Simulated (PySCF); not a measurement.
# F²⁺: excitation energy in def2-TZVPPD

Each state of fluorine is computed at each level; their differences give the excitation energy. How far do the methods differ?

Method: unrestricted determinants in a Gaussian basis, no spin-orbit coupling in the energies. Code: PySCF 2.14.0.

### Step 1. What is computed

```
Element                                   : fluorine (Z = 9)
Basis                                     : def2-TZVPPD (6s4p3d1f, 40 functions)
Hamiltonian                               : the non-relativistic Hamiltonian (point nucleus)
State 1                                   : F²⁺: [He] 2s2 2p2 3d1, one real determinant (an excited configuration)
Needed too, but not shown                 : F²⁺ [He] 2s2 2p3 (4S)
Methods                                   : UHF, LDA, PBE, PBE0, r2SCAN, wB97M-V, B3LYP, BHandHLYP, r2SCANh, MP2
Core shells frozen in the correlated runs : valence: 1s2; valence and next inner shell: nothing (for F²⁺)
```

Outer shells as boxes (Hund's rule):

F2+ [He] 2s2 2p2 3d1
```
[He] core
2s [↑↓]
2p [↑ ][↑ ][  ]
3d [↑ ][  ][  ][  ][  ]
```

One driver process ran all states and methods and kept the integrals in memory. Each run is shown as a PySCF script that sums up its settings (the driver passes frozen orbitals as a list and adds second-order terms of double hybrids); the logs are those of the runs themselves. The driver starts from symmetry-adapted Hartree-Fock orbitals, holds the occupation by maximum overlap and uses a logarithmic radial grid for functionals, so a plain start would take other cycles.

It was started by

```bash
> OMP_NUM_THREADS=1 python atomrun2.py TASK.json OUT
```

The integrals over 40 functions and the set-up took 0.09 s of CPU time.

### Step 2. F²⁺ [He] 2s2 2p2 3d1: the ladder of methods

UHF:

Contents of input.py:

```python
from pyscf import gto, scf, dft, mp, cc
import basis_set_exchange as bse
mol = gto.M(atom="F 0 0 0", charge=2, spin=3, symmetry="D2h",
            basis=gto.basis.parse(bse.get_basis("def2-TZVPPD", elements=["F"], fmt="nwchem", header=False)))
mf = scf.UHF(mol)
mf.irrep_nelec = {'Ag': (3, 2), 'B2u': (1, 0), 'B3u': (1, 0)}
mf.kernel()
```

LDA:

Changes to input.py:

```diff
@@ -4,3 +4,3 @@
             basis=gto.basis.parse(bse.get_basis("def2-TZVPPD", elements=["F"], fmt="nwchem", header=False)))
-mf = scf.UHF(mol)
+mf = dft.UKS(mol, xc="LDA,VWN")
 mf.irrep_nelec = {'Ag': (3, 2), 'B2u': (1, 0), 'B3u': (1, 0)}
```

PBE:

Changes to input.py:

```diff
@@ -4,3 +4,3 @@
             basis=gto.basis.parse(bse.get_basis("def2-TZVPPD", elements=["F"], fmt="nwchem", header=False)))
-mf = dft.UKS(mol, xc="LDA,VWN")
+mf = dft.UKS(mol, xc="PBE")
 mf.irrep_nelec = {'Ag': (3, 2), 'B2u': (1, 0), 'B3u': (1, 0)}
```

PBE0:

Changes to input.py:

```diff
@@ -4,3 +4,3 @@
             basis=gto.basis.parse(bse.get_basis("def2-TZVPPD", elements=["F"], fmt="nwchem", header=False)))
-mf = dft.UKS(mol, xc="PBE")
+mf = dft.UKS(mol, xc="PBE0")
 mf.irrep_nelec = {'Ag': (3, 2), 'B2u': (1, 0), 'B3u': (1, 0)}
```

r2SCAN:

Changes to input.py:

```diff
@@ -4,3 +4,3 @@
             basis=gto.basis.parse(bse.get_basis("def2-TZVPPD", elements=["F"], fmt="nwchem", header=False)))
-mf = dft.UKS(mol, xc="PBE0")
+mf = dft.UKS(mol, xc="R2SCAN")
 mf.irrep_nelec = {'Ag': (3, 2), 'B2u': (1, 0), 'B3u': (1, 0)}
```

wB97M-V:

Changes to input.py:

```diff
@@ -4,3 +4,3 @@
             basis=gto.basis.parse(bse.get_basis("def2-TZVPPD", elements=["F"], fmt="nwchem", header=False)))
-mf = dft.UKS(mol, xc="R2SCAN")
+mf = dft.UKS(mol, xc="WB97M_V")
 mf.irrep_nelec = {'Ag': (3, 2), 'B2u': (1, 0), 'B3u': (1, 0)}
```

B3LYP:

Changes to input.py:

```diff
@@ -4,3 +4,3 @@
             basis=gto.basis.parse(bse.get_basis("def2-TZVPPD", elements=["F"], fmt="nwchem", header=False)))
-mf = dft.UKS(mol, xc="WB97M_V")
+mf = dft.UKS(mol, xc="B3LYP")
 mf.irrep_nelec = {'Ag': (3, 2), 'B2u': (1, 0), 'B3u': (1, 0)}
```

BHandHLYP:

Changes to input.py:

```diff
@@ -4,3 +4,3 @@
             basis=gto.basis.parse(bse.get_basis("def2-TZVPPD", elements=["F"], fmt="nwchem", header=False)))
-mf = dft.UKS(mol, xc="B3LYP")
+mf = dft.UKS(mol, xc="BHANDHLYP")
 mf.irrep_nelec = {'Ag': (3, 2), 'B2u': (1, 0), 'B3u': (1, 0)}
```

r2SCANh:

Changes to input.py:

```diff
@@ -4,3 +4,3 @@
             basis=gto.basis.parse(bse.get_basis("def2-TZVPPD", elements=["F"], fmt="nwchem", header=False)))
-mf = dft.UKS(mol, xc="BHANDHLYP")
+mf = dft.UKS(mol, xc="HYB_MGGA_XC_R2SCANH")
 mf.irrep_nelec = {'Ag': (3, 2), 'B2u': (1, 0), 'B3u': (1, 0)}
```

### Step 3. F²⁺ [He] 2s2 2p2 3d1, continued

MP2 (valence):

Contents of input.py:

```python
from pyscf import gto, scf, dft, mp, cc
import basis_set_exchange as bse
mol = gto.M(atom="F 0 0 0", charge=2, spin=3, symmetry="D2h",
            basis=gto.basis.parse(bse.get_basis("def2-TZVPPD", elements=["F"], fmt="nwchem", header=False)))
mf = scf.UHF(mol)
mf.irrep_nelec = {'Ag': (3, 2), 'B2u': (1, 0), 'B3u': (1, 0)}
mf.kernel()
mp.UMP2(mf, frozen=1).kernel()
```

MP2 (valence and next inner shell):

Changes to input.py:

```diff
@@ -7,2 +7,2 @@
 mf.kernel()
-mp.UMP2(mf, frozen=1).kernel()
+mp.UMP2(mf, frozen=0).kernel()
```

Q: Predict the outcome of this session.

The runs gave:

| quantity | value |
| --- | --- |
| excitation energy, F²⁺ → [He] 2s2 2p2 3d1 | UHF 48.662, MP2 (valence and next inner shell) 47.911 eV |

In words: The methods span 1.286 eV, from SCS-MP2 (valence) (47.461) to r2SCANh (48.748). No reference value is at hand in this session. The basis is finite, and no extrapolation was made.
